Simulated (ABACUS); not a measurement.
## HPbNO4 in ABACUS: the effect of functional

The system is HPbNO4.

```
H Pb N O
1.0
     4.82400    0.00000    0.00000
     0.00000    5.48294    0.00000
     0.00000    0.00000    7.09560
H Pb N O
2 2 2 8
Direct
  0.00000 0.50000 0.19317
  0.50000 0.00000 0.80683
  0.50000 0.50000 0.95257
  0.00000 0.00000 0.04743
  0.00000 0.00000 0.63654
  0.50000 0.50000 0.36346
  0.00000 0.50000 0.05860
  0.50000 0.00000 0.94140
  0.00000 0.19569 0.72995
  0.00000 0.80431 0.72995
  0.00000 0.00000 0.46750
  0.50000 0.69569 0.27005
  0.50000 0.30431 0.27005
  0.50000 0.50000 0.53250
```

The cell was built by a generator and needn't be a form met in nature.

The cell isn't the ideal one: volume scaled by 0.94.

Alike in all runs:

- Program: ABACUS 3.10.1
- Task: equation of state
- Potentials or basis: SG15 ONCV 1.2 PBE
- Cutoff: 1361 eV
- Density cutoff: 5442 eV
- Basis: DZP LCAO (the cutoffs set its grid)
- k mesh: 4 × 4 × 3
- Occupations: fermi-dirac, width 0.05 eV
- Spin: no spin polarisation

One run gave: gap on the mesh 3.23 eV; pressure 7.0 GPa; largest force 3.60 eV/Å. Which functional did it use?
A. SOGGA
B. PBEsol
C. LDA
D. WC
E. r2SCAN

E.

| functional | gap on the mesh (eV) | pressure (GPa) | largest force (eV/Å) |
| --- | --- | --- | --- |
| LDA | 2.65 | 6.5 | 4.01 |
| PBEsol | 2.72 | 8.5 | 3.86 |
| SOGGA | 2.71 | 8.0 | 3.75 |
| WC | 2.74 | 8.6 | 3.84 |
| r2SCAN | 3.23 | 7.0 | 3.60 |

Caveats: the atomic orbitals were generated for these runs and aren't a published set; the potentials were made for another functional, which shifts forces and pressure; spin-orbit coupling is left out, which as a rule narrows the gap of such compounds by several tenths of an eV; an odd mesh through Γ misses points on the zone boundary, where band edges often lie; the basis of atomic orbitals isn't converged, which shifts pressures, moduli and gaps.

Runs at the PBE level aren't shown here.
